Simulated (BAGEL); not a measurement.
# CH3BF3Ge+ (SMILES [CH3][Ge+]([F])[B](F)F), run twice

Wanted: a single-point energy of CH3BF3Ge+, CASSCF(2,2)/6-311G** (density fitting with AutoAux, Cartesian functions, 2 states averaged).

The calculation is run with BAGEL 1.2.2.

3 further runs of the same task are left out: 2 that didn't finish, 1 set aside as unsound or not needed.

## (1) The system as given

CH3BF3Ge+: 9 atoms, total charge +1, spin state singlet. As SMILES, `[CH3][Ge+]([F])[B](F)F`. Geometry: a GFN2-xTB relaxation, a rough one for these elements and not checked as a minimum.

Bond lengths: C1–Ge2 2.003 Å, Ge2–F3 1.729 Å, Ge2–B4 2.228 Å, B4–F5 1.274 Å, B4–F6 1.276 Å, C1–H7 1.092 Å, C1–H8 1.097 Å, C1–H9 1.097 Å. Some angles: C1–Ge2–F3 103.8°, C1–Ge2–B4 154.9°, F3–Ge2–B4 101.3°, Ge2–B4–F5 115.3°, Ge2–B4–F6 119.5°, F5–B4–F6 125.2°, Ge2–C1–H7 111.8°, Ge2–C1–H8 107.1°, Ge2–C1–H9 107.2°, H7–C1–H8 110.9°.

## (2) The input as first written

Contents of input.json:

```json
{ "bagel" : [

{
  "title" : "molecule",
  "basis" : "6-311gss.json",
  "df_basis" : "6-311gss-autoaux.json",
  "cartesian" : "true",
  "geometry" : [
    { "atom" : "C", "xyz" : [    -3.45360677,    -0.43960699,    -0.03730319 ] },
    { "atom" : "Ge", "xyz" : [     0.24186605,     0.38240498,    -0.00111494 ] },
    { "atom" : "F", "xyz" : [     0.31220165,     3.64947689,    -0.03805908 ] },
    { "atom" : "B", "xyz" : [     4.35228493,    -0.53048392,     0.05514221 ] },
    { "atom" : "F", "xyz" : [     5.82799096,     1.36948452,     0.16453845 ] },
    { "atom" : "F", "xyz" : [     5.05802205,    -2.83570413,    -0.02403732 ] },
    { "atom" : "H", "xyz" : [    -3.78566945,    -2.47353811,    -0.14172946 ] },
    { "atom" : "H", "xyz" : [    -4.27820767,     0.53033274,    -1.67267218 ] },
    { "atom" : "H", "xyz" : [    -4.27488175,     0.34761512,     1.69521661 ] }
  ]
},

{ "title" : "hf", "charge" : 1 },

{
  "title" : "casscf",
  "nstate" : 2,
  "nact" : 2,
  "nclosed" : 35,
  "charge" : 1,
  "thresh" : 0.03,
  "maxiter" : 200,
  "fci_algorithm" : "harrison",
  "natocc" : "true"
},

{ "title" : "print", "file" : "orbitals.molden", "orbitals" : "true" }

]}
```

The basis set 6-311G** is read from a file made from the Basis Set Exchange's data (not shown).

Started as:

```
BAGEL_NUM_THREADS=1 BAGEL input.json > input.out
```

Log:

```text
* using 1 threads per process

  ===============================================================
  ===============================================================

  Cartesian basis functions are used
  *** Geometry ***

  { "atom" : "C", "xyz" : [     -3.453607,     -0.439607,     -0.037303 ] },
  { "atom" : "Ge", "xyz" : [      0.241866,      0.382405,     -0.001115 ] },
  { "atom" : "F", "xyz" : [      0.312202,      3.649477,     -0.038059 ] },
  { "atom" : "B", "xyz" : [      4.352285,     -0.530484,      0.055142 ] },
  { "atom" : "F", "xyz" : [      5.827991,      1.369485,      0.164538 ] },
  { "atom" : "F", "xyz" : [      5.058022,     -2.835704,     -0.024037 ] },
  { "atom" : "H", "xyz" : [     -3.785669,     -2.473538,     -0.141729 ] },
  { "atom" : "H", "xyz" : [     -4.278208,      0.530333,     -1.672672 ] },
  { "atom" : "H", "xyz" : [     -4.274882,      0.347615,      1.695217 ] },

  Number of auxiliary basis functions:     1290

  Since a DF basis is specified, we compute 2- and 3-index integrals:
    o Being stored without compression. Storage requirement is 0.264 GB

  Number of basis functions:      160
  Number of electrons      :       73

    * METHOD: MOLECULE                             2.55

  *** RHF ***

  === Nuclear Repulsion ===
   431.1160585027

      * DIIS with orbital gradients will be used.

  === RHF iteration (6-311gss.json) ===
      0      -2124.27236903          0.38427249           1.04
      1      -1859.05995596          0.24928320           1.40
      2      -2236.85750277          0.13957452           1.03
      3      -2226.23098631          0.19756282           1.00
      4      -2433.61444997          0.04970802           1.01
      5      -2436.19405447          0.04315104           1.02
      6      -2437.81479307          0.00831845           1.05
      7      -2437.88233340          0.00318914           1.03
      8      -2437.89368554          0.00065508           1.01
      9      -2437.89440298          0.00026456           1.03
     10      -2437.89448877          0.00008249           1.04
     11      -2437.89450037          0.00001840           1.01
     12      -2437.89450102          0.00000814           1.05
     13      -2437.89450112          0.00000329           1.01
     14      -2437.89450114          0.00000102           1.03
     15      -2437.89450114          0.00000047           1.08
     16      -2437.89450114          0.00000020           1.03
     17      -2437.89450114          0.00000008           1.01
     18      -2437.89450114          0.00000003           1.02
     19      -2437.89450114          0.00000001           1.00
     20      -2437.89450114          0.00000001           1.02
    * SCF iteration converged.

    * Permanent dipole moment:
           (    1.434042,     1.272425,    -0.001443) a.u.

    * METHOD: HF                                  21.97

  ---------------------------
      CASSCF calculation
  ---------------------------

    * nstate   :      2
    * nclosed  :     35
    * nact     :      2
    * nvirt    :    123
  === CASSCF iteration (6-311gss.json) ===

    * Using the second-order algorithm

      0  0     -2437.89450114     2.60e-03      0.27
      0  1     -2437.69595665     0.00e+00      0.27

    * Second-order optimization converged. *

     guess   0:   closed 1.                   open ..
     guess   1:   closed ..                   open 11

  === FCI iteration ===

      0  0 *   -2437.89450114     6.61e-03      0.00
      0  1 *   -2437.69595665     6.75e-05      0.00

     * ci vector, state   0, <S^2> = 0.0000
       2.    -1.0000000000

     * ci vector, state   1, <S^2> = 0.0000
       ab    -0.7071067812
       ba    -0.7071067812

    * METHOD: CASSCF                               2.46

    * METHOD: PRINT                                0.03

  ===============================================================
```

Run time: 27 s. Hardware: 1 thread of Intel Xeon Platinum 8488C (Sapphire Rapids), shared host; peak memory 0.65 GiB.

## (3) Reading the log

The run finished; that doesn't make the result usable.

The fault: the convergence setting is far too loose. To mend it: SCF convergence threshold at its default in place of 0.03.

## (4) Try two

Contents of input.json:

```json
{ "bagel" : [

{
  "title" : "molecule",
  "basis" : "6-311gss.json",
  "df_basis" : "6-311gss-autoaux.json",
  "cartesian" : "true",
  "geometry" : [
    { "atom" : "C", "xyz" : [ -3.45360677, -0.43960699, -0.03730319 ] },
    { "atom" : "Ge", "xyz" : [  0.24186605,  0.38240498, -0.00111494 ] },
    { "atom" : "F", "xyz" : [  0.31220165,  3.64947689, -0.03805908 ] },
    { "atom" : "B", "xyz" : [  4.35228493, -0.53048392,  0.05514221 ] },
    { "atom" : "F", "xyz" : [  5.82799096,  1.36948452,  0.16453845 ] },
    { "atom" : "F", "xyz" : [  5.05802205, -2.83570413, -0.02403732 ] },
    { "atom" : "H", "xyz" : [ -3.78566945, -2.47353811, -0.14172946 ] },
    { "atom" : "H", "xyz" : [ -4.27820767,  0.53033274, -1.67267218 ] },
    { "atom" : "H", "xyz" : [ -4.27488175,  0.34761512,  1.69521661 ] }
  ]
},
{
  "title" : "hf",
  "charge" : 1
},
{
  "title" : "casscf",
  "nstate" : 2,
  "nact" : 2,
  "nclosed" : 35,
  "charge" : 1,
  "maxiter" : 200,
  "fci_algorithm" : "harrison",
  "natocc" : "true"
},
{
  "title" : "print",
  "file" : "orbitals.molden",
  "orbitals" : "true"
}

]}
```

The basis set 6-311G** is read from a file made from the Basis Set Exchange's data (not shown).

Started as:

```
BAGEL_NUM_THREADS=1 BAGEL input.json > input.out
```

Log:

```text
* using 1 threads per process

  ===============================================================
  ===============================================================

  Cartesian basis functions are used
  *** Geometry ***

  { "atom" : "C", "xyz" : [     -3.453607,     -0.439607,     -0.037303 ] },
  { "atom" : "Ge", "xyz" : [      0.241866,      0.382405,     -0.001115 ] },
  { "atom" : "F", "xyz" : [      0.312202,      3.649477,     -0.038059 ] },
  { "atom" : "B", "xyz" : [      4.352285,     -0.530484,      0.055142 ] },
  { "atom" : "F", "xyz" : [      5.827991,      1.369485,      0.164538 ] },
  { "atom" : "F", "xyz" : [      5.058022,     -2.835704,     -0.024037 ] },
  { "atom" : "H", "xyz" : [     -3.785669,     -2.473538,     -0.141729 ] },
  { "atom" : "H", "xyz" : [     -4.278208,      0.530333,     -1.672672 ] },
  { "atom" : "H", "xyz" : [     -4.274882,      0.347615,      1.695217 ] },

  Number of auxiliary basis functions:     1290

  Since a DF basis is specified, we compute 2- and 3-index integrals:
    o Being stored without compression. Storage requirement is 0.264 GB

  Number of basis functions:      160
  Number of electrons      :       73

    * METHOD: MOLECULE                             2.59

  *** RHF ***

  === Nuclear Repulsion ===
   431.1160585027

      * DIIS with orbital gradients will be used.

  === RHF iteration (6-311gss.json) ===
      0      -2124.27236903          0.38427249           1.10
      1      -1859.05995596          0.24928320           1.10
      2      -2236.85750277          0.13957452           1.09
      3      -2226.23098631          0.19756282           1.05
      4      -2433.61444997          0.04970802           1.04
      5      -2436.19405447          0.04315104           1.03
      6      -2437.81479307          0.00831845           1.00
      7      -2437.88233340          0.00318914           1.03
      8      -2437.89368554          0.00065508           1.04
      9      -2437.89440298          0.00026456           1.06
     10      -2437.89448877          0.00008249           1.05
     11      -2437.89450037          0.00001840           1.02
     12      -2437.89450102          0.00000814           0.97
     13      -2437.89450112          0.00000329           1.12
     14      -2437.89450114          0.00000102           1.44
     15      -2437.89450114          0.00000047           1.02
     16      -2437.89450114          0.00000020           1.01
     17      -2437.89450114          0.00000008           1.02
     18      -2437.89450114          0.00000003           1.04
     19      -2437.89450114          0.00000001           1.06
     20      -2437.89450114          0.00000001           1.01
    * SCF iteration converged.

    * Permanent dipole moment:
           (    1.434042,     1.272425,    -0.001443) a.u.

    * METHOD: HF                                  22.33

  ---------------------------
      CASSCF calculation
  ---------------------------

    * nstate   :      2
    * nclosed  :     35
    * nact     :      2
    * nvirt    :    123
  === CASSCF iteration (6-311gss.json) ===

    * Using the second-order algorithm

      0  0     -2437.89487225     2.60e-03      0.34
      0  1     -2437.69595672     0.00e+00      0.34

      1  0     -2437.89186562     5.89e-05      6.51
      1  1     -2437.71259038     0.00e+00      6.51

      2  0     -2437.89190471     2.95e-07      6.16
      2  1     -2437.71256580     0.00e+00      6.16

      3  0     -2437.89190540     3.67e-09      6.05
      3  1     -2437.71256510     0.00e+00      6.05

    * Second-order optimization converged. *

     guess   0:   closed 1.                   open ..
     guess   1:   closed ..                   open 11

  === FCI iteration ===

      0  0     -2437.89154297     6.41e-03      0.00
      0  1     -2437.71256510     1.28e-06      0.00

      1  0 *   -2437.89190540     1.37e-15      0.00
      1  1 *   -2437.71256510     7.76e-16      0.00

     * ci vector, state   0, <S^2> = 0.0000
       2.     0.9996009259

     * ci vector, state   1, <S^2> = 0.0000
       ab    -0.7071067431
       ba    -0.7071067431

    * METHOD: CASSCF                              21.32

    * METHOD: PRINT                                0.03

  ===============================================================
```

Wall time 47 s (1 thread of Intel Xeon Platinum 8488C (Sapphire Rapids), shared host); peak memory 0.65 GiB.

## (5) Summary of results

At CASSCF(2,2)/6-311G** (density fitting with AutoAux, Cartesian functions, 2 states averaged):

| quantity | value |
| --- | --- |
| energy of the lowest of 2 roots | -2437.89191 Eh |
| lowest excitation energy within this active space | 4.88 eV |

**Reading.** The first attempt's energy was -0.071 eV off this one. The orbitals are averaged over several states, so each root lies above its own optimum (it can stand above Hartree-Fock), and forces and dipoles share that bias.
